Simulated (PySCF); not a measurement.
# C7H8SSi: excited states, first hyperpolarisability

What do calculations give for the excited states, first hyperpolarisability of C7H8SSi (`[SiH3]c1ccc(C=S)cc1`)?

Computed with PySCF 2.14.0 and routines of our own; the level stands in each step. Atoms count from 0.

## 1. The starting structure

17 atoms, charge 0, multiplicity 1; geometry from: GFN2-xTB.

## 2. Relaxing the molecule at PBE0-D3(BJ)/def2-SVP

Job settings and geometry (Å):

```
{"job": {"xc": "PBE0", "basis": "def2-SVP", "d3": "d3bj", "grid": 2, "kind": "geom"}, "charge": 0, "multiplicity": 1}
Si     3.021859    -0.150925    -0.061970
C      1.134466    -0.051829    -0.030088
C      0.475504     0.488699     1.074361
C     -0.898804     0.565392     1.124114
C     -1.673423     0.095557     0.054394
C     -3.104570     0.177437     0.119467
S     -4.137806    -0.320976    -1.036509
C     -1.017781    -0.448621    -1.057019
C      0.357324    -0.516168    -1.090779
H      3.429357    -0.825246    -1.293713
H      3.563569     1.209017    -0.011785
H      3.462967    -0.907058     1.112297
H      1.057706     0.853065     1.909008
H     -1.390788     0.986971     1.989654
H     -3.520338     0.612868     1.025252
H     -1.612429    -0.815411    -1.880795
H      0.846189    -0.940742    -1.955800
```

The run is started by

```bash
$ OMP_NUM_THREADS=1 python excited_run.py task.json out
```

This one command runs all jobs of the session in turn.

Log:

```text
step   0  E = -958.24050842  max force = 0.017114
step   1  E = -958.24347531  max force = 0.003379
step   2  E = -958.24327541  max force = 0.004506
step   3  E = -958.24349008  max force = 0.001773
step   4  E = -958.24352304  max force = 0.000393
step   5  E = -958.24352309  max force = 0.000385
optimisation converged
```

It took 92 s on 1 thread of Arm Neoverse V1, shared host; peak memory 0.82 GiB.

The steps of the relaxation: (the energy doesn't fall at every step)

| step | energy from step 0 (eV) | largest force component (eV/Å) |
| --- | --- | --- |
| 0 | 0.0000 | 0.8800 |
| 1 | -0.0807 | 0.1738 |
| 2 | -0.0753 | 0.2317 |
| 3 | -0.0811 | 0.0912 |
| 4 | -0.0820 | 0.0202 |
| 5 | -0.0820 | 0.0198 |

Close pairs (by a distance rule), those that changed most:

```
   bond  before (Å)  after (Å)  change (Å)
 Si0–H9       1.462      1.493      +0.031
Si0–H10       1.465      1.495      +0.030
Si0–H11       1.465      1.495      +0.030
  C4–C5       1.435      1.460      +0.025
 C5–H14       1.088      1.103      +0.015
 C2–H12       1.081      1.094      +0.013
 C8–H16       1.081      1.094      +0.013
 C7–H15       1.080      1.093      +0.013
```

The next job starts from the end point, and lists it.

```csv
at the end point,value
point group (found at 0.08 Å tolerance),C1
"rotational constants (GHz, main isotopes)","4.420, 0.496, 0.448"
dipole moment (D),2.42
```

## 3. Excited states: TDA CAM-B3LYP/aug-cc-pVDZ

Job settings and geometry (Å):

```
{"job": {"kind": "states", "xc": "CAM-B3LYP", "basis": "aug-cc-pVDZ", "tda": true, "soc": true, "nstates": 6, "ntriplets": 5, "nquad": 4}, "charge": 0, "multiplicity": 1}
Si     3.206821    -0.309474    -0.135176
C      1.326650    -0.220617    -0.099361
C      0.657172     0.323178     1.008088
C     -0.730051     0.395845     1.038274
C     -1.493802    -0.075258    -0.042979
C     -2.949194     0.016795     0.021152
S     -4.017957    -0.461373    -1.104994
C     -0.828816    -0.621199    -1.152829
C      0.556591    -0.691488    -1.177897
H      3.640471    -0.991507    -1.390240
H      3.795891     1.063842    -0.088249
H      3.713335    -1.069447     1.048158
H      1.225883     0.697286     1.864546
H     -1.238546     0.822058     1.907720
H     -3.321741     0.467745     0.955865
H     -1.432837    -0.985445    -1.987868
H      1.051909    -1.121371    -2.052942
```

Method: TDA CAM-B3LYP/aug-cc-pVDZ excited states, vertical, gas phase, spin-orbit mean-field couplings.

Log:

```text
coarse grid: 15816 points
cycle   1  E = -959.0161231880  dE =  1.528e+00  |g| = 3.820e-01  |ddm| = 6.848e+01
cycle   2  E = -958.9991859504  dE =  1.694e-02  |g| = 5.120e-01  |ddm| = 7.063e+00
cycle   3  E = -959.0696194603  dE = -7.043e-02  |g| = 6.684e-02  |ddm| = 2.524e+00
cycle   4  E = -959.0707443477  dE = -1.125e-03  |g| = 3.794e-02  |ddm| = 9.156e-01
cycle   5  E = -959.0711545863  dE = -4.102e-04  |g| = 1.083e-02  |ddm| = 3.957e-01
cycle   6  E = -959.0711876051  dE = -3.302e-05  |g| = 2.649e-03  |ddm| = 1.033e-01
cycle   7  E = -959.0711911750  dE = -3.570e-06  |g| = 1.374e-03  |ddm| = 3.642e-02
final grid: 145104 points
cycle   8  E = -959.0978470865  dE = -1.522e-05  |g| = 3.577e-03  |ddm| = 6.604e-01
cycle   9  E = -959.0978459374  dE =  1.149e-06  |g| = 4.321e-03  |ddm| = 7.995e-02
cycle  10  E = -959.0978512161  dE = -5.279e-06  |g| = 4.904e-04  |ddm| = 3.317e-02
cycle  11  E = -959.0978512859  dE = -6.986e-08  |g| = 2.522e-04  |ddm| = 4.592e-03
cycle  12  E = -959.0978513064  dE = -2.046e-08  |g| = 9.462e-05  |ddm| = 2.794e-03
cycle  13  E = -959.0978513100  dE = -3.582e-09  |g| = 3.577e-05  |ddm| = 1.236e-03
cycle  14  E = -959.0978513106  dE = -5.894e-10  |g| = 1.434e-05  |ddm| = 4.017e-04
converged SCF energy = -959.0978513106

Singlet excitations
state   eV       nm        f     d(h-e)  d(exc)  Lambda  PR(NTO)  |dmu|/D   mu/D   main configurations
  1   2.2199   558.5   0.00001   1.178   2.864   0.448   1.002    2.977    0.913   H->L 0.94
  2   4.4172   280.7   0.59336   1.061   3.543   0.728   1.127    3.457    6.052   H-1->L 0.83, H-2->L 0.10
  3   4.5430   272.9   0.17107   1.184   3.493   0.525   1.389    3.336    5.940   H-2->L 0.71, H-1->L+2 0.15, H-1->L 0.10
  4   5.7400   216.0   0.00026   3.690   4.565   0.143   1.004    9.264    6.843   H->L+2 0.96
  5   5.8841   210.7   0.07078   1.457   4.129   0.135   1.012                     H->L+1 0.31, H->L+5 0.18, H->L+3 0.18
  6   5.8863   210.6   0.00020   1.382   3.712   0.441   1.103                     H-4->L 0.73, H-6->L 0.12

Triplet excitations (Tamm-Dancoff)
state   eV     d(h-e)  d(exc)  Lambda  PR(NTO)   main configurations
  1   1.7523   1.132   2.800   0.445   1.003   H->L 0.93
  2   2.4673   0.115   3.063   0.771   1.097   H-1->L 0.86
  3   3.7671   1.174   3.302   0.485   1.056   H-2->L 0.89
  4   4.0896   0.139   2.660   0.711   2.169   H-3->L 0.43, H-1->L+6 0.16, H-2->L+2 0.14
  5   4.5962   0.254   2.767   0.798   1.486   H-2->L+2 0.74, H-3->L 0.11
S1 - T1 = 0.4677 eV

Spin-orbit couplings |<S|Hso|T>| (cm-1)
             T1       T2       T3       T4       T5
S0      155.400    0.088    0.052    0.308    0.143
S1        0.312  115.201   14.749   59.997   15.006
S2       88.206    0.036    0.060    0.045    0.034
S3       35.508    0.050    0.025    0.048    0.010
S4        4.606    2.536    8.939    2.759    4.467
S5       11.155    1.554    0.240    0.772    0.220
S6       66.738   45.138    6.976   22.519    6.461
T1 sublevels (cm-1): 0.000 0.135 3.986   radiative rates (1/s): 0.0196 0.014 6.9e+03
```

It took 87 s on 1 thread of Arm Neoverse V1, shared host; peak memory 1.3 GiB.

In short:

| quantity | value |
| --- | --- |
| S1 less T1 | 0.47 eV |

## 4. Excited states: TDDFT CAM-B3LYP/aug-cc-pVDZ

The job, as its differences from that of step 3:

```diff
@@ -1,2 +1,2 @@
-{"job": {"kind": "states", "xc": "CAM-B3LYP", "basis": "aug-cc-pVDZ", "tda": true, "soc": true, "nstates": 6, "ntriplets": 5, "nquad": 4}, "charge": 0, "multiplicity": 1}
+{"job": {"kind": "states", "xc": "CAM-B3LYP", "basis": "aug-cc-pVDZ", "tpa": true, "nstates": 8, "nquad": 6, "ntriplets": 0}, "charge": 0, "multiplicity": 1}
 Si     3.206821    -0.309474    -0.135176
```

With the program's defaults for keys left out, this is: TDDFT CAM-B3LYP/aug-cc-pVDZ excited states, vertical, gas phase, two-photon moments by quadratic response.

Log:

```text
coarse grid: 15816 points
cycle   1  E = -959.0161231880  dE =  1.528e+00  |g| = 3.820e-01  |ddm| = 6.848e+01
cycle   2  E = -958.9991859504  dE =  1.694e-02  |g| = 5.120e-01  |ddm| = 7.063e+00
cycle   3  E = -959.0696194603  dE = -7.043e-02  |g| = 6.684e-02  |ddm| = 2.524e+00
cycle   4  E = -959.0707443477  dE = -1.125e-03  |g| = 3.794e-02  |ddm| = 9.156e-01
cycle   5  E = -959.0711545863  dE = -4.102e-04  |g| = 1.083e-02  |ddm| = 3.957e-01
cycle   6  E = -959.0711876051  dE = -3.302e-05  |g| = 2.649e-03  |ddm| = 1.033e-01
cycle   7  E = -959.0711911750  dE = -3.570e-06  |g| = 1.374e-03  |ddm| = 3.642e-02
final grid: 145104 points
cycle   8  E = -959.0978470865  dE = -1.522e-05  |g| = 3.577e-03  |ddm| = 6.604e-01
cycle   9  E = -959.0978459374  dE =  1.149e-06  |g| = 4.321e-03  |ddm| = 7.995e-02
cycle  10  E = -959.0978512161  dE = -5.279e-06  |g| = 4.904e-04  |ddm| = 3.317e-02
cycle  11  E = -959.0978512859  dE = -6.986e-08  |g| = 2.522e-04  |ddm| = 4.592e-03
cycle  12  E = -959.0978513064  dE = -2.046e-08  |g| = 9.462e-05  |ddm| = 2.794e-03
cycle  13  E = -959.0978513100  dE = -3.582e-09  |g| = 3.577e-05  |ddm| = 1.236e-03
cycle  14  E = -959.0978513106  dE = -5.894e-10  |g| = 1.434e-05  |ddm| = 4.017e-04
converged SCF energy = -959.0978513106

Singlet excitations
state   eV       nm        f     d(h-e)  d(exc)  Lambda  PR(NTO)  |dmu|/D   mu/D   delta(TPA)   sigma/GM   main configurations
  1   2.1880   566.7   0.00001   1.183   2.876   0.449   1.004    3.042    0.935        0.33      0.001   H->L 0.94
  2   4.1725   297.1   0.50396   0.885   3.484   0.745   1.173    2.888    5.493      714.92      4.560   H-1->L 0.94
  3   4.4491   278.7   0.06652   1.251   3.458   0.498   1.403    3.887    6.473       97.99      0.711   H-2->L 0.84, H-1->L+2 0.10
  4   5.7376   216.1   0.00023   3.689   4.565   0.143   1.004    9.260    6.839        0.93      0.011   H->L+2 0.96
  5   5.8543   211.8   0.00005   1.348   3.686   0.443   1.100    4.457    6.967       10.04      0.126   H-4->L 0.72, H-6->L 0.13
  6   5.8784   210.9   0.05505   1.468   4.136   0.134   1.011    6.176    7.267      304.34      3.853   H->L+1 0.31, H->L+5 0.18, H->L+3 0.18
  7   5.9113   209.7   0.14960   0.142   3.525   0.548   1.654                                            H-1->L+2 0.74, H-2->L 0.12
  8   6.0653   204.4   0.00035   2.933   4.453   0.273   1.185                                            H->L+6 0.67
```

Run time: 2 min. Hardware: 1 thread of Arm Neoverse V1, shared host; peak memory 1.3 GiB.

## 5. First hyperpolarisability: quadratic response CAM-B3LYP/aug-cc-pVDZ

The job, as its differences from that of step 4:

```diff
@@ -1,2 +1,2 @@
-{"job": {"kind": "states", "xc": "CAM-B3LYP", "basis": "aug-cc-pVDZ", "tpa": true, "nstates": 8, "nquad": 6, "ntriplets": 0}, "charge": 0, "multiplicity": 1}
+{"job": {"kind": "beta", "xc": "CAM-B3LYP", "basis": "aug-cc-pVDZ"}, "charge": 0, "multiplicity": 1}
 Si     3.206821    -0.309474    -0.135176
```

Method: quadratic response CAM-B3LYP/aug-cc-pVDZ first hyperpolarisability, Taylor convention, gas phase.

Log:

```text
coarse grid: 15816 points
cycle   1  E = -959.0161231880  dE =  1.528e+00  |g| = 3.820e-01  |ddm| = 6.848e+01
cycle   2  E = -958.9991859504  dE =  1.694e-02  |g| = 5.120e-01  |ddm| = 7.063e+00
cycle   3  E = -959.0696194603  dE = -7.043e-02  |g| = 6.684e-02  |ddm| = 2.524e+00
cycle   4  E = -959.0707443477  dE = -1.125e-03  |g| = 3.794e-02  |ddm| = 9.156e-01
cycle   5  E = -959.0711545863  dE = -4.102e-04  |g| = 1.083e-02  |ddm| = 3.957e-01
cycle   6  E = -959.0711876051  dE = -3.302e-05  |g| = 2.649e-03  |ddm| = 1.033e-01
cycle   7  E = -959.0711911750  dE = -3.570e-06  |g| = 1.374e-03  |ddm| = 3.642e-02
final grid: 145104 points
cycle   8  E = -959.0978470865  dE = -1.522e-05  |g| = 3.577e-03  |ddm| = 6.604e-01
cycle   9  E = -959.0978459374  dE =  1.149e-06  |g| = 4.321e-03  |ddm| = 7.995e-02
cycle  10  E = -959.0978512161  dE = -5.279e-06  |g| = 4.904e-04  |ddm| = 3.317e-02
cycle  11  E = -959.0978512859  dE = -6.986e-08  |g| = 2.522e-04  |ddm| = 4.592e-03
cycle  12  E = -959.0978513064  dE = -2.046e-08  |g| = 9.462e-05  |ddm| = 2.794e-03
cycle  13  E = -959.0978513100  dE = -3.582e-09  |g| = 3.577e-05  |ddm| = 1.236e-03
cycle  14  E = -959.0978513106  dE = -5.894e-10  |g| = 1.434e-05  |ddm| = 4.017e-04
converged SCF energy = -959.0978513106

Lowest singlets (eV, f): 2.1880 0.0000  4.1725 0.5039  4.4491 0.0665

First hyperpolarisability (au)
process     nm      |vector|   parallel      HRS      DR
static         -     1115.52     619.59     467.78   4.796
shg       1907.0     1301.69     723.04     543.88   4.849
eope      1907.0     1173.10     651.59          -       -
eope      1064.0     1316.40     731.22          -       -
```

Run time: 79 s. Hardware: 1 thread of Arm Neoverse V1, shared host; peak memory 1.2 GiB.

Warnings kept with the result: second harmonic within 0.3 eV of the first excitation or beyond it: left out.

## 6. Excited states: TDA CAM-B3LYP/aug-cc-pVDZ in water

The job, as its differences from that of step 5:

```diff
@@ -1,2 +1,2 @@
-{"job": {"kind": "beta", "xc": "CAM-B3LYP", "basis": "aug-cc-pVDZ"}, "charge": 0, "multiplicity": 1}
+{"job": {"kind": "states", "xc": "CAM-B3LYP", "basis": "aug-cc-pVDZ", "tda": true, "soc": true, "nstates": 6, "ntriplets": 5, "nquad": 4, "solvent": "water"}, "charge": 0, "multiplicity": 1}
 Si     3.206821    -0.309474    -0.135176
```

With the program's defaults for keys left out, this is: TDA CAM-B3LYP/aug-cc-pVDZ excited states, vertical, IEF-PCM water (non-equilibrium response), spin-orbit mean-field couplings.

Log:

```text
coarse grid: 15816 points
cycle   1  E = -959.0329486489  dE =  1.512e+00  |g| = 3.539e-01  |ddm| = 6.857e+01
cycle   2  E = -959.0370828973  dE = -4.134e-03  |g| = 3.954e-01  |ddm| = 7.056e+00
cycle   3  E = -959.0770438925  dE = -3.996e-02  |g| = 5.409e-02  |ddm| = 2.040e+00
cycle   4  E = -959.0778944103  dE = -8.505e-04  |g| = 2.655e-02  |ddm| = 7.548e-01
cycle   5  E = -959.0781079731  dE = -2.136e-04  |g| = 6.852e-03  |ddm| = 3.453e-01
cycle   6  E = -959.0781231680  dE = -1.519e-05  |g| = 2.112e-03  |ddm| = 7.243e-02
cycle   7  E = -959.0781265180  dE = -3.350e-06  |g| = 9.384e-04  |ddm| = 3.163e-02
final grid: 145104 points
cycle   8  E = -959.1047199718  dE = -1.648e-05  |g| = 2.859e-03  |ddm| = 6.598e-01
cycle   9  E = -959.1047206010  dE = -6.292e-07  |g| = 2.902e-03  |ddm| = 7.662e-02
cycle  10  E = -959.1047229147  dE = -2.314e-06  |g| = 3.368e-04  |ddm| = 2.994e-02
cycle  11  E = -959.1047229687  dE = -5.400e-08  |g| = 2.275e-04  |ddm| = 4.233e-03
cycle  12  E = -959.1047229936  dE = -2.491e-08  |g| = 7.858e-05  |ddm| = 3.271e-03
cycle  13  E = -959.1047229979  dE = -4.325e-09  |g| = 2.826e-05  |ddm| = 1.251e-03
cycle  14  E = -959.1047229986  dE = -7.335e-10  |g| = 1.683e-05  |ddm| = 5.848e-04
converged SCF energy = -959.1047229986

Singlet excitations
state   eV       nm        f     d(h-e)  d(exc)  Lambda  PR(NTO)  |dmu|/D   mu/D   main configurations
  1   2.3753   522.0   0.00001   1.203   2.883   0.446   1.002    3.540    1.394   H->L 0.95
  2   4.1979   295.3   0.78124   1.046   3.547   0.727   1.094    4.100    8.099   H-1->L 0.91
  3   4.3812   283.0   0.12968   1.478   3.533   0.492   1.260    4.817    8.792   H-2->L 0.85, H-1->L+2 0.10
  4   5.7419   215.9   0.00064   1.832   3.857   0.530   1.057    6.798   10.639   H-3->L 0.70, H-4->L 0.10
  5   5.9628   207.9   0.11708   0.458   3.828   0.179   1.060                     H->L+3 0.35, H->L+1 0.31, H->L+5 0.09
  6   6.0267   205.7   0.00225   1.038   3.449   0.399   1.102                     H-6->L 0.68, H-5->L 0.12

Triplet excitations (Tamm-Dancoff)
state   eV     d(h-e)  d(exc)  Lambda  PR(NTO)   main configurations
  1   1.9495   1.165   2.826   0.443   1.003   H->L 0.94
  2   2.5107   0.168   3.119   0.738   1.096   H-1->L 0.86
  3   3.6087   1.298   3.343   0.469   1.032   H-2->L 0.92
  4   4.0989   0.098   2.662   0.660   2.045   H-4->L 0.39, H-7->L 0.12, H-2->L+2 0.12
  5   4.5869   0.282   2.756   0.797   1.417   H-2->L+2 0.77, H-4->L 0.08
S1 - T1 = 0.4259 eV

Spin-orbit couplings |<S|Hso|T>| (cm-1)
             T1       T2       T3       T4       T5
S0      146.806    0.069    0.027    0.314    0.111
S1        0.479  112.290   10.507   68.111   14.772
S2       92.469    0.033    0.061    0.044    0.028
S3       21.965    0.057    0.012    0.035    0.014
S4       52.686   35.403    4.582   20.968    5.438
S5       13.088    0.087    0.006    0.108    0.063
S6       51.046   35.631    4.128   21.395    4.263
T1 sublevels (cm-1): 0.000 0.173 4.166   radiative rates (1/s): 0.0485 0.108 9.97e+03
```

It took 92 s on 1 thread of Arm Neoverse V1, shared host; peak memory 1.3 GiB.

In short:

```
  quantity    value
S1 less T1  0.43 eV
```

## 7. Summary of results

| quantity | value |
| --- | --- |
| point group | C1 |
| rotational constants (main isotopes) | 4.42, 0.50, 0.45 GHz |
| S1 less T1 (step 3, TDA CAM-B3LYP/aug-cc-pVDZ) | 0.47 eV |
| β vector (step 5, quadratic response CAM-B3LYP/aug-cc-pVDZ) | static 1116, SHG 1907.0 nm 1302 au |
| S1 less T1 (step 6, TDA CAM-B3LYP/aug-cc-pVDZ in water) | 0.43 eV |

In words: The optimisation took 5 steps and gained 0.082 eV; among the close pairs (by a distance rule), Si0–H9 changed most, from 1.462 to 1.493 Å. No frequency check was run at this level, so the end point may be a saddle. In step 3, the number of triplets below S1 is 1, and the largest singlet-triplet spin-orbit coupling is S0–T1, 155.40 cm⁻¹. β grows from 1116 au (static) to 1302 au for doubling at 1907.0 nm: normal dispersion, which grows as twice the photon energy moves toward the bright states. In step 6, the number of triplets below S1 is 1, and the largest singlet-triplet spin-orbit coupling is S0–T1, 146.81 cm⁻¹.
